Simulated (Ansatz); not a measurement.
**CH5AsSi: vertical ionisation energy**

How much energy removes an electron from CH5AsSi at fixed geometry? The cation is run at each level and the neutral's energy taken from earlier runs.

Program: Ansatz 0.2.0, Gaussian basis. Level of theory: unrestricted cation, the program's frozen cores in correlated methods. These are calculated values, not measurements.

Plan: UKS PBE-D4/def2-TZVPP; UKS r2SCAN-D4/def2-TZVPP; UKS PBE0-D4/def2-TZVPP; UKS B3LYP-D4/def2-TZVPP; UKS wB97X-V/def2-TZVPP; UKS wB97M-V/def2-TZVPP; UKS B2PLYP/def2-TZVPP; UHF-CCSD(T)/def2-TZVPP; UHF-MP2/def2-QZVPP; extrapolation to the limit; then −ε(HOMO) from the neutral's earlier runs with LDA (SPW92), PBE-D4, revPBE-D4, BLYP-D4, r2SCAN-D4, B97M-V, PBE0-D4, B3LYP-D4, r2SCANh-D4, r2SCAN0-D4, HSE06-D4, BHLYP-D4, CAM-B3LYP-D4, LC-ωPBE, ωB97X-V, ωB97M-V.

### 1 The geometry

The geometry comes from an earlier relaxation with PBE0-D4 in a triple-zeta def2 set; it is a stationary point, not always the lowest conformer.

SMILES `C1[SiH2][AsH]1`, 8 atoms, charge 0, spin multiplicity 1.

Atoms are counted from 1 here; the program's logs count them from 0.

Bond lengths: C1–Si2 1.843 Å, C1–As3 2.046 Å, C1–H4 1.084 Å, C1–H5 1.086 Å, Si2–As3 2.317 Å, Si2–H6 1.480 Å, Si2–H7 1.479 Å, As3–H8 1.526 Å. Angles: Si2–C1–As3 72.9°, Si2–C1–H4 121.0°, Si2–C1–H5 118.1°, As3–C1–H4 114.8°, As3–C1–H5 110.5°, H4–C1–H5 112.8°, C1–Si2–As3 57.6°, C1–Si2–H6 117.5°, C1–Si2–H7 118.2°, As3–Si2–H6 118.8°, As3–Si2–H7 119.8°, H6–Si2–H7 113.8°, C1–As3–Si2 49.5°, C1–As3–H8 92.8°, Si2–As3–H8 89.3°.

Coordinates:

```xyz
8
CH5AsSi
C    -0.7703    0.0179   -0.5760
Si    0.7078    0.6631    0.3157
As   -0.5381   -1.1227    1.1072
H    -0.6672   -0.5240   -1.5093
H    -1.6907    0.5918   -0.5223
H     0.5813    1.9739    0.9905
H     2.0408    0.4223   -0.2771
H     0.4284   -2.0794    0.4156
```

### 2 Cation, UKS PBE-D4/def2-TZVPP

Input file in.yaml:

```yaml
crystal:
  periodic: [false, false, false]
  atoms:
    - {symbol: C, position_ang: [-0.770289, 0.017894, -0.575993]}
    - {symbol: Si, position_ang: [0.707832, 0.663140, 0.315663]}
    - {symbol: As, position_ang: [-0.538107, -1.122687, 1.107201]}
    - {symbol: H, position_ang: [-0.667219, -0.524028, -1.509291]}
    - {symbol: H, position_ang: [-1.690682, 0.591835, -0.522289]}
    - {symbol: H, position_ang: [0.581297, 1.973921, 0.990481]}
    - {symbol: H, position_ang: [2.040832, 0.422339, -0.277138]}
    - {symbol: H, position_ang: [0.428436, -2.079414, 0.415567]}
basis:
  gaussian: {orbitals: def2-TZVPP}
total_charge: 1
magnetization: {spin_polarized: true, initial_magnetization: 1}
hamiltonian: {xc: pbe, dispersion: d4}
```

The runs that follow: Cation, UKS r2SCAN-D4/def2-TZVPP; Cation, UKS PBE0-D4/def2-TZVPP; Cation, UKS B3LYP-D4/def2-TZVPP; Cation, UKS wB97X-V/def2-TZVPP; Cation, UKS wB97M-V/def2-TZVPP; Cation, UKS B2PLYP (frozen core)/def2-TZVPP; Cation, UHF-CCSD(T)/def2-TZVPP; Cation, UHF-MP2/def2-QZVPP.

Q: Predict the results of all the runs planned. Wanted: ionisation energy, CCSD(T)/CBS; nearest functional by difference; nearest −ε(HOMO); −ε(HOMO) of PBE; T1 of the cation.

As calculated:

| quantity | value |
| --- | --- |
| ionisation energy, CCSD(T)/CBS | 9.13 eV |
| nearest functional by difference | B3LYP-D4 (-0.14 eV) |
| nearest −ε(HOMO) | ωB97X-V (-0.11 eV) |
| −ε(HOMO) of PBE | 5.90 eV |
| T1 of the cation | 0.021 |

By cation minus neutral, the functionals miss by 0.23 eV at most. The PBE orbital energy is 3.2 eV too small: a semilocal HOMO is no ionisation energy. Among orbital estimates ωB97X-V comes nearest. Hartree-Fock falls 1.16 eV short, as the neutral has more correlation energy than the cation. Correlated methods include outer-core shells of As, which these sets cover unevenly. With outer-core shells in play the reference is unsure by up to some tenths of an eV, so close misses can't be ranked.
